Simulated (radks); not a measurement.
**Sn³⁺ in [Kr] 4d9.5 5s1.5: an all-electron calculation**

The task here is to estimate one member of a computed series from the others.

Program: radks (a radial shooting solver on a logarithmic mesh, Libxc functionals) version 1. Level of theory: scalar-relativistic Kohn-Sham, exchange-only B88, spin-unpolarised, spherical densities, finite nucleus. These are calculated values, not measurements, unless marked.

## What is computed

| Item | Value |
| --- | --- |
| element | tin (Z = 50) |
| charge | +3 |
| electrons | 47 |
| configuration | [Kr] 4d9.5 5s1.5 |
| nuclear rms radius | 4.6519 fm |

The first run:

The run's settings:

```text
Z 50
configuration [Kr] 4d9.5 5s1.5
relativity scalar-relativistic
functional b88,
spin unpolarised
nucleus finite rms 4.6519 fm
c 137.035999084
```

One of the session's tables, all rows but one given; the rest of the session is left out.

It belongs to the step «Radial structure». Sizes of the orbitals, from the radial functions (bohr):

```
level      <r>  outermost maximum (interpolated)  90 % within  nodes
   1s  0.02906                            0.0188       0.0522      0
   2s   0.1255                             0.106        0.194      1
   2p   0.1096                            0.0849        0.178      0
   3s        ?                                 ?            ?      ?
   3p   0.3377                             0.301        0.507      1
   3d   0.3146                             0.251        0.496      0
   4s   0.8163                             0.745         1.18      3
   4p   0.8815                             0.787         1.30      2
   4d    1.071                             0.881         1.65      1
   5s    2.103                              1.88         3.03      4
```

**Question.** Estimate the row for 3s.

**Answer.** <r>: 0.3394; outermost maximum (interpolated): 0.308; 90 % within: 0.499; nodes: 2. In the column «<r>» it lies between 3p (0.3377) and 4s (0.8163).
